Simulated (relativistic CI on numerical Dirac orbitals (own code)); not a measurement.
# Ga: one ion under different settings

How much do the settings matter for Ga? One ion, several inputs.

Program: relativistic CI on numerical Dirac orbitals (own code) version 3. Level of theory: Dirac-Coulomb-Breit CI, KLI orbitals optimised for each configuration, model QED (radiative potential, 1s self-energy scaled to tabulated hydrogen-like ionisation energies), numerical settings as typed. These are calculated values, not measurements, unless marked.

## Step 1: What is computed

```
ion            : Ga (Ga I)
nuclear charge : 31
electrons      : 31
isotope        : A = 69
```

## Step 2: Usual settings

Settings of the run:

```ini
atom Ga  Z=31  charge=0  electrons=31
nucleus A=69  rms_radius_fm=3.9973
hamiltonian dirac-coulomb  breit=on  qed=on  c_scale=1
orbitals kli  potential=per-configuration
slater_scale 1
correlation none
mixing on
grid step=0.0125 r_max=149
scf mixing=0.4 start=green max_iterations=150 tolerance=2e-08 node_fill=0.05
configurations
  [Ar] 3d10 4s2 4p
  [Ar] 3d10 4s2 4d
end
```

Command:

```console
$ python run_levels.py task.json out
```

The settings of every run stand in task.json; they run in order.

Main fields of the result record, rounded:

```text
{
  "status": "converged",
  "levels [i, E_cm, J2, conf, term, w_term, w_jj]": [
    [0, 0, 1, "4p", "2P*", 1, 1],
    [1, 778.03122, 3, "4p", "2P*", 1, 1],
    [2, 31846.831, 3, "4d", "2D", 1, 1],
    [3, 31849.529, 5, "4d", "2D", 1, 1]
  ],
  "total_energy [Ha]": -1941.1250872,
  "n_levels_all": 4,
  "overlap": 2.71667e-12,
  "scf_iterations": [12, 12],
  "orbital_energies [Ha]": {"1s": -375.519, "2s": -46.407, "2p1/2": -41.0759, "2p3/2": -40.062, "3s": -5.62395, "3p1/2": -3.89539, "3p3/2": -3.76386, "3d3/2": -0.867775, "3d5/2": -0.850936, "4s": -0.425971, "4p1/2": -0.204242, "4p3/2": -0.200472},
  "configurations [conf, odd, states, E_av_Ha, breit_Ha, qed_Ha]": [
    ["4p", 1, 6, -1942.54644, 0.8512, 0.5725],
    ["4d", 0, 10, -1942.403666, 0.8512, 0.5725]
  ],
  "scf_steps of the first configuration [iteration, E_Ha, residual, outer_eigenvalue_Ha]": [
    [1, -1938.658702, 1.36, -0.3277],
    [2, -1942.46318, 0.219, -0.2031],
    [3, -1942.528217, 0.0891, -0.1935],
    [4, -1942.547099, 0.0298, -0.1981],
    [5, -1942.545268, 0.0141, -0.1981],
    [6, -1942.546632, 0.00384, -0.2008],
    [7, -1942.546471, 0.000478, -0.2004],
    [8, -1942.546415, 0.000363, -0.2004],
    [9, -1942.546441, 1.26e-05, -0.2005],
    [10, -1942.54644, 4.67e-06, -0.2005],
    [11, -1942.54644, 2.5e-08, -0.2005],
    [12, -1942.54644, 8.77e-09, -0.2005]
  ]
}
```

Run time: 0.086 s. Hardware: 1 thread, shared host.

## Step 3: Slater scale 1.2, tolerance 1e-06, start potential bare

Settings of the run:

```ini
atom Ga  Z=31  charge=0  electrons=31
nucleus A=69  rms_radius_fm=3.9973
hamiltonian dirac-coulomb  breit=on  qed=on  c_scale=1
orbitals kli  potential=per-configuration
slater_scale 1.2
correlation none
mixing on
grid step=0.0125 r_max=149
scf mixing=0.4 start=bare max_iterations=150 tolerance=1e-06 node_fill=0.05
configurations
  [Ar] 3d10 4s2 4p
  [Ar] 3d10 4s2 4d
end
```

Main fields:

```text
{
  "status": "converged",
  "levels [i, E_cm, J2, conf, term, w_term]": [
    [0, 0, 1, "4p", "2P*", 1],
    [1, 778.03099, 3, "4p", "2P*", 1],
    [2, 31846.836, 3, "4d", "2D", 1],
    [3, 31849.534, 5, "4d", "2D", 1]
  ],
  "total_energy [Ha]": -1941.1250872,
  "n_levels_all": 4,
  "overlap": 2.71835e-12,
  "scf_iterations": [21, 21],
  "orbital_energies [Ha]": {"1s": -375.519, "2s": -46.407, "2p1/2": -41.0759, "2p3/2": -40.062, "3s": -5.62395, "3p1/2": -3.89539, "3p3/2": -3.76386, "3d3/2": -0.867775, "3d5/2": -0.850936, "4s": -0.425971, "4p1/2": -0.204242, "4p3/2": -0.200472},
  "configurations [conf, odd, states, E_av_Ha, breit_Ha, qed_Ha]": [
    ["4p", 1, 6, -1942.54644, 0.8512, 0.5725],
    ["4d", 0, 10, -1942.403666, 0.8512, 0.5725]
  ],
  "scf_steps of the first configuration [iteration, E_Ha, residual, outer_eigenvalue_Ha]": [
    [1, -1680.379858, 9.54, -30.15],
    [2, -1863.352893, 5.92, -13.68],
    [3, -1843.728343, 5.3, -0.4224],
    [4, -1866.752256, 4.46, -0.5637],
    [5, -1858.596951, 4.82, -0.6077],
    [6, -1927.844115, 2.62, -0.3459],
    [7, -1939.25648, 1.37, -0.1867],
    [8, -1938.596582, 1.48, -0.1806],
    [9, -1942.15927, 0.549, -0.2363],
    [10, -1942.238317, 0.5, -0.2391],
    [11, -1942.486599, 0.246, -0.2465],
    [12, -1942.50199, 0.198, -0.2314],
    [13, -1942.220281, 0.376, -0.2078],
    [14, -1942.544533, 0.0662, -0.2034],
    [15, -1942.546215, 0.00375, -0.2],
    [16, -1942.546608, 0.00327, -0.2009],
    [17, -1942.546523, 0.00116, -0.2005],
    [18, -1942.546457, 0.000201, -0.2005],
    [19, -1942.546437, 3.51e-05, -0.2005],
    [20, -1942.546439, 8.24e-06, -0.2005],
    [21, -1942.54644, 1.93e-07, -0.2005]
  ]
}
```

It took 0.13 s on 1 thread, shared host.

## Step 4: Potential mixing 0.2, iteration limit 20

Settings of the run:

```ini
atom Ga  Z=31  charge=0  electrons=31
nucleus A=69  rms_radius_fm=3.9973
hamiltonian dirac-coulomb  breit=on  qed=on  c_scale=1
orbitals kli  potential=per-configuration
slater_scale 1
correlation none
mixing on
grid step=0.0125 r_max=149
scf mixing=0.2 start=green max_iterations=20 tolerance=2e-08 node_fill=0.05
configurations
  [Ar] 3d10 4s2 4p
  [Ar] 3d10 4s2 4d
end
```

Main fields:

```text
{
  "status": "converged",
  "levels [i, E_cm, J2, conf, term, w_term]": [
    [0, 0, 1, "4p", "2P*", 1],
    [1, 778.03122, 3, "4p", "2P*", 1],
    [2, 31846.831, 3, "4d", "2D", 1],
    [3, 31849.53, 5, "4d", "2D", 1]
  ],
  "total_energy [Ha]": -1941.1250872,
  "n_levels_all": 4,
  "overlap": 2.71601e-12,
  "scf_iterations": [14, 13],
  "orbital_energies [Ha]": {"1s": -375.519, "2s": -46.407, "2p1/2": -41.0759, "2p3/2": -40.062, "3s": -5.62395, "3p1/2": -3.89539, "3p3/2": -3.76386, "3d3/2": -0.867775, "3d5/2": -0.850936, "4s": -0.425971, "4p1/2": -0.204242, "4p3/2": -0.200472},
  "configurations [conf, odd, states, E_av_Ha, breit_Ha, qed_Ha]": [
    ["4p", 1, 6, -1942.54644, 0.8512, 0.5725],
    ["4d", 0, 10, -1942.403666, 0.8512, 0.5725]
  ],
  "scf_steps of the first configuration [iteration, E_Ha, residual, outer_eigenvalue_Ha]": [
    [1, -1938.658702, 1.36, -0.3277],
    [2, -1941.202788, 0.822, -0.2527],
    [3, -1942.415264, 0.206, -0.1865],
    [4, -1942.525718, 0.117, -0.1963],
    [5, -1942.545809, 0.0116, -0.1961],
    [6, -1942.544283, 0.0224, -0.1969],
    [7, -1942.546578, 0.00297, -0.2007],
    [8, -1942.546505, 0.0012, -0.2005],
    [9, -1942.546398, 0.00063, -0.2004],
    [10, -1942.546439, 1.49e-05, -0.2005],
    [11, -1942.54644, 1.34e-06, -0.2005],
    [12, -1942.54644, 8.51e-08, -0.2005],
    [13, -1942.54644, 6.62e-08, -0.2005],
    [14, -1942.54644, 4.37e-09, -0.2005]
  ]
}
```

It took 0.091 s on 1 thread, shared host.

## Step 5: QED terms off

Settings of the run:

```ini
atom Ga  Z=31  charge=0  electrons=31
nucleus A=69  rms_radius_fm=3.9973
hamiltonian dirac-coulomb  breit=on  qed=off  c_scale=1
orbitals kli  potential=per-configuration
slater_scale 1
correlation none
mixing on
grid step=0.0125 r_max=149
scf mixing=0.4 start=green max_iterations=150 tolerance=2e-08 node_fill=0.05
configurations
  [Ar] 3d10 4s2 4p
  [Ar] 3d10 4s2 4d
end
```

Main fields:

```text
{
  "status": "converged",
  "levels [i, E_cm, J2, conf, term, w_term]": [
    [0, 0, 1, "4p", "2P*", 1],
    [1, 776.22035, 3, "4p", "2P*", 1],
    [2, 31833.036, 3, "4d", "2D", 1],
    [3, 31835.715, 5, "4d", "2D", 1]
  ],
  "total_energy [Ha]": -1941.6975621,
  "n_levels_all": 4,
  "overlap": 2.71667e-12,
  "scf_iterations": [12, 12],
  "orbital_energies [Ha]": {"1s": -375.519, "2s": -46.407, "2p1/2": -41.0759, "2p3/2": -40.062, "3s": -5.62395, "3p1/2": -3.89539, "3p3/2": -3.76386, "3d3/2": -0.867775, "3d5/2": -0.850936, "4s": -0.425971, "4p1/2": -0.204242, "4p3/2": -0.200472},
  "configurations [conf, odd, states, E_av_Ha, breit_Ha, qed_Ha]": [
    ["4p", 1, 6, -1942.54644, 0.8512, 0],
    ["4d", 0, 10, -1942.403666, 0.8512, 0]
  ],
  "scf_steps of the first configuration [iteration, E_Ha, residual, outer_eigenvalue_Ha]": [
    [1, -1938.658702, 1.36, -0.3277],
    [2, -1942.46318, 0.219, -0.2031],
    [3, -1942.528217, 0.0891, -0.1935],
    [4, -1942.547099, 0.0298, -0.1981],
    [5, -1942.545268, 0.0141, -0.1981],
    [6, -1942.546632, 0.00384, -0.2008],
    [7, -1942.546471, 0.000478, -0.2004],
    [8, -1942.546415, 0.000363, -0.2004],
    [9, -1942.546441, 1.26e-05, -0.2005],
    [10, -1942.54644, 4.67e-06, -0.2005],
    [11, -1942.54644, 2.5e-08, -0.2005],
    [12, -1942.54644, 8.77e-09, -0.2005]
  ]
}
```

Run time: 0.069 s. Hardware: 1 thread, shared host.

## Step 6: Speed-of-light factor 1.25, grid step 0.04

Settings of the run:

```ini
atom Ga  Z=31  charge=0  electrons=31
nucleus A=69  rms_radius_fm=3.9973
hamiltonian dirac-coulomb  breit=on  qed=on  c_scale=1.25
orbitals kli  potential=per-configuration
slater_scale 1
correlation none
mixing on
grid step=0.04 r_max=149
scf mixing=0.4 start=green max_iterations=150 tolerance=2e-08 node_fill=0.05
configurations
  [Ar] 3d10 4s2 4p
  [Ar] 3d10 4s2 4d
end
```

Main fields:

```text
{
  "status": "converged",
  "levels [i, E_cm, J2, conf, term, w_term]": [
    [0, 0, 1, "4p", "2P*", 1],
    [1, 493.67298, 3, "4p", "2P*", 1],
    [2, 31756.165, 3, "4d", "2D", 1],
    [3, 31757.897, 5, "4d", "2D", 1]
  ],
  "total_energy [Ha]": -1934.4113655,
  "n_levels_all": 4,
  "overlap": 8.87804e-09,
  "scf_iterations": [12, 12],
  "orbital_energies [Ha]": {"1s": -373.715, "2s": -46.0074, "2p1/2": -40.7366, "2p3/2": -40.0946, "3s": -5.56059, "3p1/2": -3.84891, "3p3/2": -3.76581, "3d3/2": -0.873023, "3d5/2": -0.862203, "4s": -0.42285, "4p1/2": -0.203784, "4p3/2": -0.201398},
  "configurations [conf, odd, states, E_av_Ha, breit_Ha, qed_Ha]": [
    ["4p", 1, 6, -1935.482531, 0.542, 0.5306],
    ["4d", 0, 10, -1935.339333, 0.542, 0.5307]
  ],
  "scf_steps of the first configuration [iteration, E_Ha, residual, outer_eigenvalue_Ha]": [
    [1, -1931.769701, 1.34, -0.326],
    [2, -1935.405897, 0.209, -0.2035],
    [3, -1935.46608, 0.084, -0.1941],
    [4, -1935.483208, 0.0287, -0.1989],
    [5, -1935.481307, 0.0146, -0.199],
    [6, -1935.482734, 0.00408, -0.2018],
    [7, -1935.48256, 0.000453, -0.2014],
    [8, -1935.482507, 0.000344, -0.2014],
    [9, -1935.482532, 1.32e-05, -0.2014],
    [10, -1935.482531, 4.57e-06, -0.2014],
    [11, -1935.482531, 4.12e-08, -0.2014],
    [12, -1935.482531, 8.97e-09, -0.2014]
  ]
}
```

It took 0.034 s on 1 thread, shared host.

With a scaled speed of light this is not the real ion; the QED potentials keep the true α and change only through the orbitals.

## Step 7: Grid step 0.15

Settings of the run:

```ini
atom Ga  Z=31  charge=0  electrons=31
nucleus A=69  rms_radius_fm=3.9973
hamiltonian dirac-coulomb  breit=on  qed=on  c_scale=1
orbitals kli  potential=per-configuration
slater_scale 1
correlation none
mixing on
grid step=0.15 r_max=149
scf mixing=0.4 start=green max_iterations=67 tolerance=2e-08 node_fill=0.05
configurations
  [Ar] 3d10 4s2 4p
  [Ar] 3d10 4s2 4d
end
```

Main fields:

```text
{
  "status": "converged",
  "warnings": ["orbitals of one symmetry overlap by 3.3e-05"],
  "levels [i, E_cm, J2, conf, term, w_term]": [
    [0, 0, 1, "4p", "2P*", 1],
    [1, 775.47864, 3, "4p", "2P*", 1],
    [2, 31840.1, 3, "4d", "2D", 1],
    [3, 31843.422, 5, "4d", "2D", 1]
  ],
  "total_energy [Ha]": -1941.118379,
  "n_levels_all": 4,
  "overlap": 3.25496e-05,
  "scf_iterations": [12, 12],
  "orbital_energies [Ha]": {"1s": -375.518, "2s": -46.4058, "2p1/2": -41.077, "2p3/2": -40.0611, "3s": -5.62289, "3p1/2": -3.89461, "3p3/2": -3.76372, "3d3/2": -0.867736, "3d5/2": -0.851002, "4s": -0.425977, "4p1/2": -0.204234, "4p3/2": -0.200476},
  "configurations [conf, odd, states, E_av_Ha, breit_Ha, qed_Ha]": [
    ["4p", 1, 6, -1942.539838, 0.8513, 0.5726],
    ["4d", 0, 10, -1942.397085, 0.8512, 0.5726]
  ],
  "scf_steps of the first configuration [iteration, E_Ha, residual, outer_eigenvalue_Ha]": [
    [1, -1938.648665, 1.36, -0.3277],
    [2, -1942.457844, 0.219, -0.2031],
    [3, -1942.52369, 0.0891, -0.1936],
    [4, -1942.540479, 0.0298, -0.1981],
    [5, -1942.538952, 0.0142, -0.1981],
    [6, -1942.540029, 0.00387, -0.2008],
    [7, -1942.539867, 0.000476, -0.2004],
    [8, -1942.539813, 0.000363, -0.2004],
    [9, -1942.539839, 1.28e-05, -0.2005],
    [10, -1942.539837, 4.89e-06, -0.2005],
    [11, -1942.539838, 3.73e-08, -0.2005],
    [12, -1942.539838, 5.36e-09, -0.2005]
  ]
}
```

Run time: 0.017 s. Hardware: 1 thread, shared host.

A bad setting: its result is shown only for the comparison.

## Step 8: The runs side by side

| setting | total energy less usual (Ha) | largest shift of a level among the lowest eight of both runs, same label and place (cm⁻¹) | SCF iterations | time | lowest level | kind of change |
| --- | --- | --- | --- | --- | --- | --- |
| usual | 0 | 0 | 24 | 0.086 s | 4p 2P°1/2 | - |
| Slater scale 1.2, tolerance 1e-06, start potential bare | 0 | 0 | 42 | 0.13 s | 4p 2P°1/2 | model term |
| potential mixing 0.2, iteration limit 20 | 0 | 0 | 27 | 0.091 s | 4p 2P°1/2 | numerical |
| QED terms off | -0.572 | 13.8 | 24 | 0.069 s | 4p 2P°1/2 | model term |
| speed-of-light factor 1.25, grid step 0.04 | 6.71 | 284 | 24 | 0.034 s | 4p 2P°1/2 | unphysical constant |
| grid step 0.15 | 0.00671 | 6.73 | 24 | 0.017 s | 4p 2P°1/2 | unsound |

## Step 9: Results

| quantity | value |
| --- | --- |
| lowest level, usual settings | 4p 2P°1/2 |
| total energy | -1941.1251 Ha |
| first excitation | 778.0 cm⁻¹ |

Among the runs whose levels can be followed, they move most under «speed-of-light factor 1.25, grid step 0.04» (unphysical constant), by up to 284 cm⁻¹. No visible change in the result comes from «Slater scale 1.2, tolerance 1e-06, start potential bare» or «potential mixing 0.2, iteration limit 20». «Slater scale 1.2, tolerance 1e-06, start potential bare» costs 42 SCF iterations against 24. Under «grid step 0.15» the program warns: orbitals of one symmetry overlap by 3.3e-05. Only the listed configurations are in the model. Near neutrality, missing correlation can shift configurations against each other by thousands of cm⁻¹.
